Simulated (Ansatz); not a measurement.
**C2H3NSe: small, medium and large basis sets**

An exercise on one series of results from a longer session: the logs are not shown, and one member is left open.

The runs use Ansatz 0.2.0, Gaussian basis; one geometry, several basis sets.

Levels to be run: PBE0-D4/def2-SVP; ωB97M-V/def2-SVP; PBE0-D4/def2-QZVPP; ωB97M-V/def2-QZVPP; the functionals' def2-TZVPP values are taken from earlier runs.

## The relaxed structure

The geometry comes from an earlier relaxation with PBE0-D4 in a triple-zeta def2 set; it is a stationary point, not always the lowest conformer.

SMILES `CN=C=[Se]`, 7 atoms, charge 0, spin multiplicity 1.

Atoms are counted from 1 here; the program's logs count them from 0.

Bond lengths: C1–N2 1.401 Å, C1–H5 1.093 Å, C1–H6 1.093 Å, C1–H7 1.093 Å, N2–C3 1.170 Å, C3–Se4 1.734 Å. Angles: N2–C1–H5 110.2°, N2–C1–H6 110.2°, N2–C1–H7 110.2°, H5–C1–H6 108.7°, H5–C1–H7 108.7°, H6–C1–H7 108.7°, C1–N2–C3 179.9°, N2–C3–Se4 180.0°.

The first run:

Input file in.yaml:

```yaml
crystal:
  periodic: [false, false, false]
  atoms:
    - {symbol: C, position_ang: [0.213784, 0.987708, 0.060608]}
    - {symbol: N, position_ang: [-0.066615, -0.382015, -0.030219]}
    - {symbol: C, position_ang: [-0.302497, -1.525239, -0.108217]}
    - {symbol: Se, position_ang: [-0.651684, -3.219583, -0.223332]}
    - {symbol: H, position_ang: [-0.267520, 1.527132, -0.758818]}
    - {symbol: H, position_ang: [-0.156210, 1.386996, 1.008097]}
    - {symbol: H, position_ang: [1.291941, 1.156999, 0.006080]}
basis:
  gaussian: {orbitals: def2-SVP}
hamiltonian: {xc: pbe0, dispersion: d4}
output: {orbitals: {seedname: orbitals}}
```

Started as:

```sh
ansatz run in.yaml --threads 2 --pin off --events-out ev --progress --plain --max-ram 4352MiB
```

Steps of the session up to this table: PBE0-D4 in def2-SVP; ωB97M-V in def2-SVP; PBE0-D4 in def2-QZVPP; ωB97M-V in def2-QZVPP.

One table of the session follows, with a row left open; its other results are not shown here.

It belongs to the step «Functionals by basis». 

```
functional       basis  HOMO (eV)  LUMO (eV)
   PBE0-D4    def2-SVP      -6.42       0.28
   PBE0-D4  def2-TZVPP      -6.55       0.08
   PBE0-D4  def2-QZVPP      -6.57       0.03
   ωB97M-V    def2-SVP          ?          ?
   ωB97M-V  def2-TZVPP      -8.56       2.14
   ωB97M-V  def2-QZVPP      -8.58       1.42
```

Estimate the missing values for ωB97M-V, def2-SVP.

The run gave: HOMO (eV): -8.40; LUMO (eV): 2.41. In the column «HOMO (eV)» it lies between ωB97M-V, def2-TZVPP (-8.56) and PBE0-D4, def2-QZVPP (-6.57).
